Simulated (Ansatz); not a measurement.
# Al2Au: further runs on the relaxed cell

An exercise on one series of results from a longer session: the logs are not shown, and one member is left open.

Computed with Ansatz 0.2.0 (DFT PBE, scalar-relativistic, plane waves, PAW, unless a step's input says otherwise).

1 further run of the same task is left out (set aside as unsound or not needed).

## Starting point

The structure is cubic, space group Fm-3m (No. 225). Conventional cell: a = 6.061 Å, b = 6.061 Å, c = 6.061 Å, α = 90.00°, β = 90.00°, γ = 90.00°. Al (site symmetry -43m) has 4 Au at 2.62 Å as nearest neighbours. Au (site symmetry m-3m) is surrounded by 8 Al at 2.62 Å.

Coordinates:

```
Al Au
1.0
     0.00000    3.03039    3.03039
     3.03039    0.00000    3.03039
     3.03039    3.03039    0.00000
Al Au
2 1
Direct
  0.25000 0.25000 0.25000
  0.75000 0.75000 0.75000
  0.00000 0.00000 0.00000
```

This cell was relaxed beforehand with the same method: volume 18.55 Å³/atom, gap on the mesh none (metal).

Set-up of the first run:

The input, input.yaml:

```yaml
crystal:
  lattice:
    - [0.0, 3.0303902179, 3.0303902179]
    - [3.0303902179, 0.0, 3.0303902179]
    - [3.0303902179, 3.0303902179, 0.0]
  atoms:
    - { symbol: Al, position: [0.25, 0.25, 0.25] }
    - { symbol: Al, position: [0.75, 0.75, 0.75] }
    - { symbol: Au, position: [0.0, 0.0, 0.0] }
basis:
  ecutwfc: 420
kpoints:
  mp_grid: { grid: [12, 12, 12] }
  band_path:
    path:
      - [[0.0, 0.0, 0.0], [0.5, 0.0, 0.5], [0.625, 0.25, 0.625]]
      - [[0.375, 0.375, 0.75], [0.0, 0.0, 0.0], [0.5, 0.5, 0.5], [0.5, 0.25, 0.75], [0.5, 0.0, 0.5]]
    npoints: 14
hamiltonian:
  xc: pbe
scf:
  occupations: { method: gaussian, width: 0.1 }
  n_extra_bands: 7
output:
  forces: true
  stress: true
  eigenvalues: true
  populations: true
  dos: { projected: true, de: 0.02, nscf_kmesh: { grid: [18, 18, 18] } }
  bader: true
```

Started as:

```sh
> ansatz run input.yaml --threads 1 --pin off --max-ram 2560MiB --backend cpu --events-out ev --progress --plain --runs-dir out
```

Steps of the session up to this table: Static run: bands, density of states and charges; Back to the database's cell; Point at V/V0 = 0.97; The cell scaled to 1.03 of its volume; Point at V/V0 = 0.94; The cell scaled to 1.06 of its volume; Volume × 0.91; Volume × 1.10; Volume × 0.88.

One of the session's tables, all rows but one given; the rest of the session is left out.

It belongs to the step «Equation of state». 

```
volume (Å³/atom)  energy above the lowest point (meV/atom)  pressure (GPa)
          16.326                                     111.8           18.16
          16.883                                      59.1           12.39
          17.439                                      24.7            7.53
          17.996                                       5.8            3.44
          18.553                                       0.0            0.01
          19.109                                       5.1           -2.87
          19.666                                         ?               ?
          20.408                                      50.1           -7.88
```

Estimate the missing values for volume (Å³/atom) = 19.666.

Worked estimate for «energy above the lowest point (meV/atom)». A straight line through the neighbours (19.109, 5.1) and (20.408, 50.1) gives 5.1 + (50.1 − 5.1) × (19.666 − 19.109) / (20.408 − 19.109) = 24.4; a parabola fitted to 3 rows on both sides gives 18.7.

As computed: energy above the lowest point (meV/atom): 19.4; pressure (GPa): -5.28. In «energy above the lowest point (meV/atom)» the line misses by +5.0 and the parabola by -0.7.

Limits of these values: The projections leave out shells that the potentials don't hold, such as empty d states.
